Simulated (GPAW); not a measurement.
TiSn3, 8 atoms in the cell. The structure is hexagonal, space group P6_3/mmc (No. 194). Conventional cell: a = 6.286 Å, b = 6.286 Å, c = 5.493 Å, α = 90.00°, β = 90.00°, γ = 120.00°. Sn (site symmetry mm2) is surrounded by 8 Sn at 3.06 to 3.32 Å and 4 Ti at 3.14 to 3.27 Å. Ti (site symmetry -6m2) is surrounded by 12 Sn at 3.14 to 3.27 Å. The cell comes from a database or a generator and needn't be the stable form of this composition.

- Program: GPAW 26.7.0
- Task: band structure
- Functional: LDA
- Potentials or basis: the program's PAW data sets (release 1.2.1) made for this functional
- Cutoff: 600 eV
- Basis: pw
- k mesh: 4 × 4 × 3
- Occupations: fermi-dirac, width 0.05 eV
- Spin: no spin polarisation
- Maxiter: 150
- Band path: GMKGALHA,LM,KH
- Band points: 80

Potentials or basis: the program's PAW data sets (release 1.2.1) made for this functional, pw.

The run is started by

```console
$ OMP_NUM_THREADS=1 python run.py
```

Hardware: 1 thread of Arm Neoverse V2 (shared host).

Problem. How long does it take, and how much memory?

Solution. Wall time 13 min on 1 thread of Arm Neoverse V2 (shared host), peak memory 1.5 GiB. Counts: scf iterations 18, plane waves 6297, bands 83, k points 9.
